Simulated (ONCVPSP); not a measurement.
# Pseudopotential generation for Ni: ONCV, PBE

Task: generate the file, and judge it by its errors in other configurations, its logarithmic derivatives, its ghosts and its cutoff.

Method: ONCVPSP 4.0.1, PBE, scalar-relativistic.

**1. The atom and the settings**

Typed settings, in words:

- element: nickel (Ni, Z = 28)
- type: optimised norm-conserving Vanderbilt (ONCV)
- frozen core: [Ne]
- valence charge: 18
- reference configuration: 3s2 3p6 3d8 4s2
- partial waves: 3s+4s: rc 1.30 bohr, ncon 4, nbas 9, qcut 7 1/bohr, 2 projectors; 3p: rc 1.10 bohr, ncon 4, nbas 7, qcut 14.4 1/bohr, 2 projectors, debl 1.2 Ha; 3d: rc 1.65 bohr, ncon 4, nbas 9, qcut 11.5 1/bohr, 3 projectors, debl 2.3 Ha
- local potential: polynomial inside 1.05 bohr (lpopt 4, dvloc0 4 Ha)
- core correction: Teter function, parameters optimised by the program

The outer shells as boxes (Hund's rule for the drawing; the calculation is spin-unpolarised):

```
[Ne] core
3s [↑↓]
3p [↑↓][↑↓][↑↓]
3d [↑↓][↑↓][↑↓][↑ ][↑ ]
4s [↑↓]
```

**2. Generation**

Contents of Ni.dat:

```
# ATOM AND REFERENCE CONFIGURATION
# atsym  z   nc   nv     iexc    psfile
  Ni 28.00    3    4        4      upf
#
#   n    l    f
    1    0    2.00
    2    0    2.00
    2    1    6.00
    3    0    2.00
    3    1    6.00
    3    2    8.00
    4    0    2.00
#
# PSEUDOPOTENTIAL AND OPTIMIZATION
# lmax
    2
#
#   l,   rc,      ep,       ncon, nbas, qcut
    0    1.30    0.00    4    9    7.00
    1    1.10    0.00    4    7   14.40
    2    1.65    0.00    4    9   11.50
#
# LOCAL POTENTIAL
# lloc, lpopt,  rc(5),   dvloc0
    4    4    1.05    4.00
#
# VANDERBILT-KLEINMAN-BYLANDER PROJECTORs
# l, nproj, debl
    0    2    1.50
    1    2    1.20
    2    3    2.30
#
# MODEL CORE CHARGE
# icmod, fcfact, rcfact
    4    0.65    0.00
#
# LOG DERIVATIVE ANALYSIS
# epsh1, epsh2, depsh
   -6.00    5.00    0.04
#
# OUTPUT GRID
# rlmax, drl
    6.00    0.01
#
# TEST CONFIGURATIONS
# ncnf
    4
# nvcnf
#   n    l    f
    4
    3    0    2.00
    3    1    6.00
    3    2    8.00
    4    0    1.00
#
    4
    3    0    2.00
    3    1    6.00
    3    2    8.00
    4    0    0.00
#
    4
    3    0    2.00
    3    1    6.00
    3    2    7.00
    4    0    0.00
#
    4
    3    0    2.00
    3    1    6.00
    3    2    9.00
    4    0    1.00
#
```

On the command line:

```sh
$ oncvpsp.x < Ni.dat > Ni.out
```

Q: Predict the outcome of this session. Wanted: cutoffs for 1 and 0.1 mHa per electron, occupied waves; bound ghosts; GHOST(+) flags; largest test error; largest phase difference near zero energy, channels read; rms error of d²Exc/dn², without and with the model core; projector energies reset by the program.

As calculated:

```
                                                quantity                         value
  cutoffs for 1 and 0.1 mHa per electron, occupied waves               45 Ha and 51 Ha
                                            bound ghosts                    none found
                                          GHOST(+) flags            none at low energy
                            largest test error (AE − PS)  +29 meV, for 3s2 3p6 3d9 4s1
largest phase difference near zero energy, channels read                     0.000 rad
 rms error of d²Exc/dn², without and with the model core             3.71 and 0.78 mHa
                 projector energies reset by the program           p: -2.623, 0.250 Ha
```

The worst unpolarised test, 3s2 3p6 3d9 4s1, is off by 29 meV on 1.6 eV; by total energies transferability rates as fair. The potential is hard: the looser tolerance needs 45 Ha. The program's ghost test flags no bound state. Near zero energy the phases of the channels with partial waves agree within 0.001 rad.
